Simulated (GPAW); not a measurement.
A calculation with GPAW 26.7.0 of NbSi (native input, Cartesian positions):

run.py

```python
from ase.io import read
from gpaw import PW
from gpaw.dft import DFT

atoms = read('NbSi.xyz')

dft = DFT(atoms,
          mode=PW(600),
          xc='PBE',
          kpts={'size': (9, 9, 9), 'gamma': True},
          occupations={'name': 'fermi-dirac', 'width': 0.05},
          nbands=19,
          convergence={'density': 1e-05, 'energy': 1e-05},
          maxiter=150,
          txt='gpaw.txt')
print(f'Energy: {dft.calculate_energy():.6f} eV')
print('Forces (eV/A):')
print(dft.calculate_forces().round(4))
print('Stress (eV/A^3):', dft.calculate_stress().round(6))
dft.write_gpw_file('gs.gpw')
```

File NbSi.xyz:

```xyz
2
Lattice="0.0000000000 2.5738300000 2.5738300000 2.5738300000 0.0000000000 2.5738300000 2.5738300000 2.5738300000 0.0000000000" Properties=species:S:1:pos:R:3 pbc="T T T"
Nb     0.0000000000      0.0000000000      0.0000000000
Si     2.5738300000      2.5738300000      2.5738300000
```

Potentials or basis: GPAW PAW data sets (gpaw-data 1.2.1), pw.

The run is started by

```sh
$ OMP_NUM_THREADS=1 python run.py
```

The cell was built by a generator and needn't be a form met in nature.

**Question.** Write the same calculation in another form: ASE script, structure typed inline.

**Answer.** As run:

The input run.py:

```python
from ase import Atoms
from ase.dft.bandgap import bandgap
from ase.io import write
from ase.units import Bohr, GPa
from gpaw import GPAW, PW
from gpaw.elf import elf_from_dft_calculation

atoms = Atoms(['Nb', 'Si'],
              cell=[[0.0, 2.57383, 2.57383],
                    [2.57383, 0.0, 2.57383],
                    [2.57383, 2.57383, 0.0]],
              scaled_positions=[[0.0, 0.0, 0.0],
                                [0.5, 0.5, 0.5]],
              pbc=True)

calc = GPAW(mode=PW(600),
            xc='PBE',
            kpts={'size': (9, 9, 9), 'gamma': True},
            occupations={'name': 'fermi-dirac', 'width': 0.05},
            nbands=19,
            convergence={'density': 1e-05, 'energy': 1e-05},
            maxiter=150,
            txt='gpaw.txt')
atoms.calc = calc
energy = atoms.get_potential_energy()
forces = atoms.get_forces()
stress = atoms.get_stress()
calc.write('gs.gpw')
write('result.traj', atoms)
print(f'Energy: {energy:.6f} eV')
print('Forces (eV/A):')
print(forces.round(4))
print('Stress (GPa):', (stress / GPa).round(3))
print('Fermi level:', round(calc.get_fermi_level(), 4), 'eV')
print(f'Gap: {bandgap(calc)[0]:.4f} eV, direct: {bandgap(calc, direct=True)[0]:.4f} eV')

# fields on the real-space grid
write('density.cube', atoms, data=calc.get_pseudo_density() * Bohr**3)
write('potential.cube', atoms, data=calc.get_electrostatic_potential())
write('elf.cube', atoms, data=elf_from_dft_calculation(calc).data)
```

Potentials or basis: GPAW PAW data sets (gpaw-data 1.2.1), pw.

Launch:

```bash
$ OMP_NUM_THREADS=1 python run.py
```

Both were run:

|  | native input, Cartesian positions | ASE script, structure typed inline |
| --- | --- | --- |
| Pressure | 0.0 GPa | 0.0 GPa |
| Band gap on the k mesh | none (metal or under the smearing width) | none (metal or under the smearing width) |

Keys that steer only the numerical path or the files written may differ.
